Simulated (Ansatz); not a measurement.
Predict the output of the script below (Ansatz 0.2.0 through its Python package).

`energy.py`:
```python
"""Single point of CH2BrClSSi."""

from pathlib import Path

import ansatz as az

geometry_ang = [
    ("Cl", (-1.6988, -1.789, -0.6146)),
    ("Si", (-0.1124, -0.8166, 0.1031)),
    ("Br", (1.6018, -2.0249, 0.5508)),
    ("C", (0.0337, 0.9838, 0.1859)),
    ("S", (0.5095, 0.6589, -1.4062)),
    ("H", (0.6885, 1.4215, 0.8652)),
    ("H", (-0.961, 1.4984, 0.2702)),
]
ch2brclssi = az.Crystal.molecule()
for symbol, xyz in geometry_ang:
    ch2brclssi = ch2brclssi.atom(symbol, xyz)

model = ch2brclssi.calculation()
model = model.basis(gaussian="def2-SVP")
model = model.functional("cam_b3lyp")
model = model.orbitals()
outcome = model.run(threads=1, runs_dir="runs")
data = outcome.report

print(f"E = {data['free_energy_ev']:.6f} eV = {data['free_energy_ev'] / 27.211386246:.7f} Ha")
print("converged:", data["converged"], " doubts:", data["published_state_doubts"] or "none")

field = data["mean_field"]
print("<S^2> =", round(abs(field["state"]["spin_squared"]), 4), " all-electron relativity setting:", field["relativity"])
print("passes:", field["passes"])
if "symmetry" in field:
    print("occupied orbitals by irrep:", field["symmetry"]["occupied"])

lines = Path(data["orbitals_path"]).read_text().splitlines()
field_of = lambda key: [line.split("=")[1].strip() for line in lines if line.startswith(key)]
orbitals = [(27.211386 * float(e), s, float(n)) for e, s, n in zip(field_of("Ene="), field_of("Spin="), field_of("Occup="))]
homo = max(e for e, _, n in orbitals if n > 0.5)
lumo = min(e for e, _, n in orbitals if n < 0.5)
print(f"HOMO {homo:.3f} eV, LUMO {lumo:.3f} eV, gap {lumo - homo:.3f} eV")
```

```console
$ python energy.py
E = -102337.301637 eV = -3760.8264685 Ha
converged: True  doubts: none
<S^2> = 0.0  all-electron relativity setting: none
passes: {'evaluations': 16, 'products': 14}
occupied orbitals by irrep: [{'A': 45}, {'A': 45}]
HOMO -7.671 eV, LUMO -0.626 eV, gap 7.045 eV
```

Reading the output:
- Total energies depend on the basis set; only differences at equal settings carry meaning.
- The geometry is a force-field or estimated start, not a minimum of this method, and the basis set is short of its limit.
- Levels such as HOMO and LUMO are orbital energies: with these approximate functionals they aren't the ionisation energy and electron affinity, and their gap isn't the fundamental gap.
- It ran for 6 s on 1 thread of Arm Neoverse V2 (shared host), peak memory 0.37 GiB.

(A comment or docstring line of the script was reworded after the run, the code is as it ran.)
